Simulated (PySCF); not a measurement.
Molecule: LiBr, in a box.

```xyz
2
Lattice="11.0000 0.0000 0.0000 0.0000 10.0000 0.0000 0.0000 0.0000 10.0000" Properties=species:S:1:pos:R:3 pbc="T T T"
Li    4.5880    5.3288    4.5559
Br    6.4380    4.7132    5.5121
```

Base run:

- Program: PySCF 2.14.0
- Functional: MN15-L
- Dispersion: D3
- Potentials or basis: 6-31g* (all-electron)
- k mesh: 1 × 1 × 1
- Occupations: fixed
- Spin: no spin polarisation

Its results: gap between the frontier levels 4.16 eV.

Task: The run is repeated on the same cell with these changes: functional from MN15-L to LC-wPBE. What comes out?

Result: Gap between the frontier levels 9.44 eV.

Caveats: this is a molecule in a periodic box at the Γ point, so its band gap is the HOMO-LUMO gap; relativity is left out, which matters for the heavier elements; the basis of atomic orbitals isn't converged, which shifts pressures, moduli and gaps.

